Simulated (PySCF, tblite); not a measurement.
# C5H7F3O: a rotation path, then NMR shifts on frames, part 2 of 2

tblite 0.8.0 and PySCF 2.14.0. Atoms count from 0. The steps go on from the part before.

**5. NMR shieldings: image 4, PBE0/pcSseg-1**

The job: settings as JSON, then the geometry in Å.

```
{"job": {"kind": "nmr", "xc": "PBE0", "basis": "pcSseg-1", "pop": false}, "charge": 0, "multiplicity": 1}
C      1.883300     0.504200     0.406500
C      0.758100    -0.508200     0.586200
C     -0.423700    -0.413600    -0.412200
C     -0.477400     0.725600    -1.425400
O      0.374800     1.514600    -1.687900
C     -1.734700    -0.391400     0.371800
F     -1.854400    -1.457000     1.176400
F     -2.817500    -0.402900    -0.422200
F     -1.844100     0.690900     1.150500
H      2.335000     0.424600    -0.577300
H      1.522300     1.518900     0.542700
H      2.647700     0.308800     1.155100
H      1.177000    -1.513800     0.517900
H      0.361000    -0.393900     1.597400
H     -0.469500    -1.323100    -1.026900
H     -1.445300     0.725100    -1.963900
```

Method: GIAO PBE0/pcSseg-1 NMR shielding, non-relativistic, gas phase.

The program printed:

```text
coarse grid: 14120 points
cycle   1  E = -568.5170442570  dE =  1.400e+00  |g| = 1.160e+00  |ddm| = 3.452e+00
cycle   2  E = -567.9106150113  dE =  6.064e-01  |g| = 2.175e+00  |ddm| = 2.485e+00
cycle   3  E = -568.7495396235  dE = -8.389e-01  |g| = 2.762e-01  |ddm| = 1.964e+00
cycle   4  E = -568.7626069800  dE = -1.307e-02  |g| = 1.012e-01  |ddm| = 2.287e-01
cycle   5  E = -568.7642427241  dE = -1.636e-03  |g| = 1.910e-02  |ddm| = 6.501e-02
cycle   6  E = -568.7643112419  dE = -6.852e-05  |g| = 6.518e-03  |ddm| = 1.742e-02
cycle   7  E = -568.7643197086  dE = -8.467e-06  |g| = 1.290e-03  |ddm| = 5.699e-03
final grid: 139664 points
cycle   8  E = -568.8495910164  dE = -4.426e-05  |g| = 1.344e-02  |ddm| = 3.117e-02
cycle   9  E = -568.8495079801  dE =  8.304e-05  |g| = 2.518e-02  |ddm| = 2.547e-02
cycle  10  E = -568.8496254398  dE = -1.175e-04  |g| = 2.480e-03  |ddm| = 1.752e-02
cycle  11  E = -568.8496267543  dE = -1.314e-06  |g| = 2.851e-04  |ddm| = 1.954e-03
cycle  12  E = -568.8496267645  dE = -1.015e-08  |g| = 1.414e-04  |ddm| = 2.608e-04
cycle  13  E = -568.8496267674  dE = -2.910e-09  |g| = 3.023e-05  |ddm| = 8.920e-05
cycle  14  E = -568.8496267675  dE = -1.705e-10  |g| = 8.043e-06  |ddm| = 2.615e-05
converged SCF energy = -568.8496267675

GIAO shielding tensors (ppm)
atom      isotropic    diamagn.    paramagn.     s11        s22        s33       span
  0 C      172.971     245.712     -72.741    168.800    174.230    175.882      7.082
  1 C      164.329     246.447     -82.118    149.057    167.599    176.332     27.275
  2 C      131.522     255.906    -124.384    111.675    137.962    144.929     33.254
  3 C      -14.017     245.691    -259.708   -103.105    -27.160     88.213    191.317
  4 O     -378.415     400.759    -779.174  -1058.424   -462.113    385.292   1443.716
  5 C       51.020     244.688    -193.668     46.912     49.938     56.211      9.299
  6 F      246.640     474.273    -227.632    168.101    237.718    334.100    165.999
  7 F      256.511     472.636    -216.125    168.064    271.831    329.640    161.576
  8 F      259.763     475.805    -216.042    180.976    255.773    342.540    161.564
  9 H       29.779      29.950      -0.171     25.562     27.980     35.795     10.233
 10 H       29.863      30.322      -0.460     25.762     28.631     35.194      9.432
 11 H       30.665      28.293       2.373     25.890     28.237     37.869     11.979
 12 H       29.680      30.680      -1.000     23.978     29.481     35.580     11.602
 13 H       29.659      31.423      -1.764     23.890     31.358     33.728      9.837
 14 H       28.713      31.822      -3.109     24.442     29.375     32.320      7.878
 15 H       21.563      27.518      -5.955     18.370     20.475     25.843      7.473
```

Wall time 50 s (1 thread of Intel Xeon Platinum 8175M at 2.50GHz, shared host); peak memory 0.86 GiB.

In short: δ C3 200.9, C5 135.9, C2 55.4, C1 22.6, H15 10.15, H14 3.00 ppm.

**6. Shielding tensors: image 6, PBE0/pcSseg-1**

The job: settings as JSON, then the geometry in Å.

```
{"job": {"kind": "nmr", "xc": "PBE0", "basis": "pcSseg-1", "pop": false}, "charge": 0, "multiplicity": 1}
C      1.674600     0.614800     0.592800
C      0.839400    -0.649900     0.419600
C     -0.437100    -0.496400    -0.436800
C     -0.404400     0.509300    -1.579300
O      0.563600     1.027500    -2.043000
C     -1.650400    -0.204900     0.443400
F     -1.849700    -1.172200     1.350700
F     -2.788100    -0.127300    -0.268100
F     -1.544800     0.941600     1.121600
H      2.117400     0.916500    -0.350900
H      1.076600     1.436300     0.977700
H      2.477400     0.411800     1.297600
H      1.463200    -1.421800    -0.032200
H      0.534300    -1.011200     1.404800
H     -0.665900    -1.459400    -0.915200
H     -1.413600     0.694100    -1.994000
```

Method: GIAO PBE0/pcSseg-1 NMR shielding, non-relativistic, gas phase.

The program printed:

```text
coarse grid: 14120 points
cycle   1  E = -568.5258434393  dE =  1.395e+00  |g| = 1.154e+00  |ddm| = 3.440e+00
cycle   2  E = -567.9349192875  dE =  5.909e-01  |g| = 2.153e+00  |ddm| = 2.555e+00
cycle   3  E = -568.7556056718  dE = -8.207e-01  |g| = 2.772e-01  |ddm| = 2.038e+00
cycle   4  E = -568.7689374712  dE = -1.333e-02  |g| = 9.817e-02  |ddm| = 2.364e-01
cycle   5  E = -568.7704620420  dE = -1.525e-03  |g| = 1.968e-02  |ddm| = 6.580e-02
cycle   6  E = -568.7705351519  dE = -7.311e-05  |g| = 6.379e-03  |ddm| = 1.762e-02
cycle   7  E = -568.7705432369  dE = -8.085e-06  |g| = 1.228e-03  |ddm| = 5.637e-03
final grid: 139664 points
cycle   8  E = -568.8550348121  dE = -4.094e-05  |g| = 1.307e-02  |ddm| = 2.876e-02
cycle   9  E = -568.8549562255  dE =  7.859e-05  |g| = 2.449e-02  |ddm| = 2.607e-02
cycle  10  E = -568.8550672357  dE = -1.110e-04  |g| = 2.405e-03  |ddm| = 1.788e-02
cycle  11  E = -568.8550684576  dE = -1.222e-06  |g| = 2.890e-04  |ddm| = 1.898e-03
cycle  12  E = -568.8550684682  dE = -1.060e-08  |g| = 1.383e-04  |ddm| = 2.666e-04
cycle  13  E = -568.8550684709  dE = -2.722e-09  |g| = 3.254e-05  |ddm| = 8.725e-05
cycle  14  E = -568.8550684711  dE = -1.939e-10  |g| = 7.308e-06  |ddm| = 2.680e-05
converged SCF energy = -568.8550684711

GIAO shielding tensors (ppm)
atom      isotropic    diamagn.    paramagn.     s11        s22        s33       span
  0 C      175.324     247.256     -71.932    164.989    178.428    182.556     17.567
  1 C      165.911     246.565     -80.654    154.497    167.094    176.143     21.646
  2 C      129.707     256.099    -126.392    112.612    133.779    142.730     30.118
  3 C      -14.811     245.852    -260.662   -102.658    -32.974     91.200    193.858
  4 O     -384.430     400.236    -784.665  -1070.962   -462.558    380.230   1451.192
  5 C       51.011     243.853    -192.842     47.012     50.059     55.960      8.948
  6 F      249.746     473.995    -224.250    167.842    240.765    340.630    172.787
  7 F      253.735     472.946    -219.211    163.611    265.753    331.841    168.231
  8 F      260.460     476.116    -215.656    179.610    263.501    338.269    158.660
  9 H       29.011      30.112      -1.101     22.814     28.203     36.017     13.203
 10 H       30.824      30.772       0.052     25.833     30.894     35.745      9.912
 11 H       30.813      28.663       2.150     26.166     28.010     38.261     12.095
 12 H       29.704      30.647      -0.943     24.524     28.602     35.986     11.462
 13 H       29.685      31.260      -1.576     24.076     30.627     34.351     10.274
 14 H       28.866      31.604      -2.737     24.223     29.509     32.867      8.644
 15 H       21.508      27.599      -6.092     18.459     20.251     25.813      7.354
```

Run time: 47 s. Hardware: 1 thread of Intel Xeon Platinum 8175M at 2.50GHz, shared host; peak memory 0.86 GiB.

This run: δ C3 201.7, C5 135.9, C2 57.2, C1 21.0, H15 10.21, H14 2.85 ppm.

**7. Nuclear shieldings: image 8, PBE0/pcSseg-1**

The job: settings as JSON, then the geometry in Å.

```
{"job": {"kind": "nmr", "xc": "PBE0", "basis": "pcSseg-1", "pop": false}, "charge": 0, "multiplicity": 1}
C      1.439100     0.585300     0.855400
C      0.910900    -0.709500     0.248900
C     -0.443800    -0.543500    -0.457700
C     -0.344400     0.299500    -1.720500
O      0.635700     0.383400    -2.395200
C     -1.540000     0.002300     0.449200
F     -1.564400    -0.602100     1.643000
F     -2.756200    -0.183900    -0.096500
F     -1.438200     1.316600     0.682200
H      1.501000     1.366300     0.101600
H      0.805400     0.932900     1.667000
H      2.435300     0.416800     1.255500
H      1.615700    -1.069500    -0.502400
H      0.815800    -1.469300     1.026400
H     -0.794700    -1.532900    -0.783700
H     -1.284900     0.816700    -1.984600
```

Method: GIAO PBE0/pcSseg-1 NMR shielding, non-relativistic, gas phase.

The program printed:

```text
coarse grid: 14120 points
cycle   1  E = -568.5350261304  dE =  1.393e+00  |g| = 1.150e+00  |ddm| = 3.445e+00
cycle   2  E = -567.9577349690  dE =  5.773e-01  |g| = 2.136e+00  |ddm| = 2.643e+00
cycle   3  E = -568.7616273605  dE = -8.039e-01  |g| = 2.799e-01  |ddm| = 2.127e+00
cycle   4  E = -568.7754638957  dE = -1.384e-02  |g| = 9.499e-02  |ddm| = 2.459e-01
cycle   5  E = -568.7768744422  dE = -1.411e-03  |g| = 2.035e-02  |ddm| = 6.527e-02
cycle   6  E = -568.7769533118  dE = -7.887e-05  |g| = 6.247e-03  |ddm| = 1.796e-02
cycle   7  E = -568.7769609917  dE = -7.680e-06  |g| = 1.188e-03  |ddm| = 5.483e-03
final grid: 139664 points
cycle   8  E = -568.8602494911  dE = -4.610e-05  |g| = 1.304e-02  |ddm| = 3.217e-02
cycle   9  E = -568.8601743507  dE =  7.514e-05  |g| = 2.405e-02  |ddm| = 2.734e-02
cycle  10  E = -568.8602818795  dE = -1.075e-04  |g| = 2.561e-03  |ddm| = 1.866e-02
cycle  11  E = -568.8602832511  dE = -1.372e-06  |g| = 3.021e-04  |ddm| = 2.052e-03
cycle  12  E = -568.8602832630  dE = -1.191e-08  |g| = 1.426e-04  |ddm| = 2.971e-04
cycle  13  E = -568.8602832660  dE = -3.010e-09  |g| = 3.562e-05  |ddm| = 8.935e-05
cycle  14  E = -568.8602832662  dE = -2.303e-10  |g| = 6.925e-06  |ddm| = 2.868e-05
converged SCF energy = -568.8602832662

GIAO shielding tensors (ppm)
atom      isotropic    diamagn.    paramagn.     s11        s22        s33       span
  0 C      175.024     248.446     -73.422    165.520    174.353    185.201     19.681
  1 C      166.561     247.103     -80.542    158.071    164.614    176.999     18.928
  2 C      126.343     256.744    -130.402    117.930    121.066    140.033     22.104
  3 C      -15.156     247.380    -262.536   -106.008    -35.444     95.985    201.994
  4 O     -368.611     399.258    -767.869  -1034.390   -467.675    396.233   1430.623
  5 C       51.082     242.955    -191.873     48.052     49.956     55.237      7.185
  6 F      254.261     474.590    -220.329    169.222    257.571    335.990    166.769
  7 F      244.530     472.944    -228.414    156.782    238.653    338.155    181.373
  8 F      250.559     475.954    -225.395    169.226    258.571    323.881    154.655
  9 H       30.857      30.963      -0.107     26.907     29.701     35.963      9.056
 10 H       30.598      30.793      -0.196     25.279     31.148     35.366     10.088
 11 H       30.731      28.840       1.891     25.927     27.558     38.709     12.782
 12 H       29.284      31.113      -1.829     25.176     26.795     35.881     10.705
 13 H       29.916      30.976      -1.060     25.593     28.442     35.714     10.121
 14 H       28.819      31.472      -2.653     24.545     29.116     32.797      8.251
 15 H       21.555      27.811      -6.256     19.060     19.768     25.836      6.776
```

Run time: 48 s. Hardware: 1 thread of Intel Xeon Platinum 8175M at 2.50GHz, shared host; peak memory 0.87 GiB.

This run: δ C3 202.1, C5 135.8, C2 60.6, C1 20.4, H15 10.16, H14 2.90 ppm.

**8. Run by run: NMR shifts**

Shifts (ppm) of some atoms, chosen among heavy atoms and hydrogens apart, with basis size and wall time:

```
  frame    C2   H10    H9     O4     F6     F7     F8  functions  time
image 0  62.6  1.55  0.59  714.6  -79.5  -83.6  -87.4        188  47 s
image 2  59.3  2.86  0.69  720.5  -77.8  -83.4  -87.8        188  49 s
image 4  55.4  1.85  1.94  714.5  -75.7  -85.6  -88.8        188  50 s
image 6  57.2  0.89  2.71  720.5  -78.8  -82.8  -89.5        188  47 s
image 8  60.6  1.12  0.86  704.7  -83.3  -73.6  -79.6        188  48 s
```

**9. Results**

The summary covers parts 1 to 2.

| quantity | value |
| --- | --- |
| barrier | 0.235 eV (5.4 kcal/mol) at image 4 |
| end to end (GFN2-xTB) | 0.021 eV |
| 13C shifts against TMS (PBE0/pcSseg-1, image 0) | 201.5, 134.8, 62.6, 19.9, 14.4 ppm |
| 1H shifts against TMS (PBE0/pcSseg-1, image 0) | 10.21, 2.62, 2.08, 1.67, 1.55, 1.28, 0.59 ppm |
| 17O shifts against H2O (PBE0/pcSseg-1, image 0) | 714.6 ppm |
| 19F shifts against CFCl3 (PBE0/pcSseg-1, image 0) | -79.5, -83.6, -87.4 ppm |
| range of the shift of O4 | 704.7 to 720.5 ppm |

In words: Along the band the dihedral turns by 138°, and the top (dihedral 230°) lies 5.4 kcal/mol above the start (GFN2-xTB, rough), so at room temperature this motion is fast. Ends this close can change order at a higher level. The top was not checked by a frequency run. Shifts at one fixed geometry are not the observed spectrum, which averages over the motion. In the first frame run (image 0): The widest tensor belongs to O4: span 1446 ppm, with a paramagnetic part of -779 ppm. Across the 5 runs the shift of O4 moves most, between 704.7 (image 8) and 720.5 ppm (image 2).
